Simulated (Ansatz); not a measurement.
**CH5Cl3GeOSi: small, medium and large basis sets**

One table from this session's results is given with a row withheld; the runs are named, their logs left out.

The runs use Ansatz 0.2.0, Gaussian basis; one geometry, several basis sets.

Plan: PBE0-D4/def2-SVP; ωB97M-V/def2-SVP; PBE0-D4/def2-QZVPP; ωB97M-V/def2-QZVPP; the functionals' def2-TZVPP values are taken from earlier runs.

2 further runs of the same task are left out: 2 that didn't finish.

## Structure used throughout

The geometry comes from an earlier relaxation with PBE0-D4 in a triple-zeta def2 set; it is a stationary point, not always the lowest conformer.

SMILES `C[O][GeH2][Si](Cl)(Cl)Cl`, 12 atoms, charge 0, spin multiplicity 1.

Atoms are counted from 1 here; the program's logs count them from 0.

Bond lengths: C1–O2 1.409 Å, C1–H8 1.097 Å, C1–H9 1.098 Å, C1–H10 1.092 Å, O2–Ge3 1.776 Å, Ge3–Si4 2.393 Å, Ge3–H11 1.532 Å, Ge3–H12 1.542 Å, Si4–Cl5 2.044 Å, Si4–Cl6 2.040 Å, Si4–Cl7 2.045 Å. Angles: O2–C1–H8 112.0°, O2–C1–H9 112.3°, O2–C1–H10 107.8°, H8–C1–H9 108.3°, H8–C1–H10 108.1°, H9–C1–H10 108.2°, C1–O2–Ge3 118.8°, O2–Ge3–Si4 109.1°, O2–Ge3–H11 105.2°, O2–Ge3–H12 109.7°, Si4–Ge3–H11 111.2°, Si4–Ge3–H12 109.0°, H11–Ge3–H12 112.6°, Ge3–Si4–Cl5 110.0°, Ge3–Si4–Cl6 110.6°, Ge3–Si4–Cl7 111.2°, Cl5–Si4–Cl6 108.7°, Cl5–Si4–Cl7 108.1° and more.

Set-up of the first run:

File in.yaml:

```yaml
crystal:
  periodic: [false, false, false]
  atoms:
    - {symbol: C, position_ang: [1.191336, -0.389281, 1.557331]}
    - {symbol: O, position_ang: [0.016596, -1.085293, 1.209763]}
    - {symbol: Ge, position_ang: [-0.507081, -1.083755, -0.487746]}
    - {symbol: Si, position_ang: [-0.899954, 1.171953, -1.182618]}
    - {symbol: Cl, position_ang: [-1.994682, 1.191410, -2.909131]}
    - {symbol: Cl, position_ang: [-1.922149, 2.199301, 0.253463]}
    - {symbol: Cl, position_ang: [0.859679, 2.153110, -1.535738]}
    - {symbol: H, position_ang: [1.073101, 0.696462, 1.451607]}
    - {symbol: H, position_ang: [2.054031, -0.701785, 0.954537]}
    - {symbol: H, position_ang: [1.409955, -0.606809, 2.604973]}
    - {symbol: H, position_ang: [-1.801012, -1.903060, -0.509632]}
    - {symbol: H, position_ang: [0.597077, -1.697451, -1.372708]}
basis:
  gaussian: {orbitals: def2-SVP}
hamiltonian: {xc: pbe0, dispersion: d4}
output: {orbitals: {seedname: orbitals}}
```

Among the steps run: PBE0-D4 in def2-SVP; ωB97M-V in def2-SVP; PBE0-D4 in def2-QZVPP; ωB97M-V in def2-QZVPP.

One table of the session follows, with a row left open; its other results are not shown here.

It belongs to the step «Functionals by basis». 

| functional | basis | HOMO (eV) |
| --- | --- | --- |
| PBE0-D4 | def2-SVP | -7.72 |
| PBE0-D4 | def2-TZVPP | -7.82 |
| PBE0-D4 | def2-QZVPP | -7.85 |
| ωB97M-V | def2-SVP | -9.83 |
| ωB97M-V | def2-TZVPP | ? |
| ωB97M-V | def2-QZVPP | -10.00 |

Estimate the missing values for ωB97M-V, def2-TZVPP.

**Answer.** HOMO (eV): -9.96. In the column «HOMO (eV)» it lies between ωB97M-V, def2-QZVPP (-10.00) and ωB97M-V, def2-SVP (-9.83).
